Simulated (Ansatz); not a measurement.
GeCN2:

```
Ge N C
1.0
     1.79379    1.03565    4.92196
    -1.79379    1.03565    4.92196
     0.00000   -2.07129    4.92196
Ge N C
1 2 1
Direct
  0.00000 0.00000 0.00000
  0.58390 0.58390 0.58390
  0.41610 0.41610 0.41610
  0.50000 0.50000 0.50000
```

The cell comes from a database or a generator and needn't be the stable form of this composition.

Base run:

- Program: Ansatz 0.2.0
- Functional: PBE
- Potentials or basis: Ansatz PAW
- Cutoff: 420 eV
- Density cutoff: 1680 eV
- k mesh: 9 × 9 × 9
- Occupations: fermi-dirac, width 0.05 eV
- Spin: no spin polarisation

Its results: band gap on the k mesh 1.12 eV, indirect (least direct gap 1.97 eV); pressure 0.0 GPa; largest force 0.017 eV/Å.

Question: The run is repeated on the same cell with these changes: functional from PBE to r2SCAN; cutoff from 420 eV to 500 eV; density cutoff from 1680 eV to 2000 eV. What comes out?

Answer: Band gap on the k mesh 1.20 eV, indirect (least direct gap 2.13 eV); pressure -3.2 GPa; largest force 0.501 eV/Å.

Caveats: odd divisions of the mesh miss points on the zone boundary, where band edges often lie, so the gap on the mesh can be too wide (some runs); the k mesh misses the band edges, so the gap on the mesh is wider than the one along the path (some runs); the PAW data sets come from PBE, with cores solved anew for the run's functional, which leaves a small shift of forces and pressure (some runs).

Not every run made on this cell is shown here.
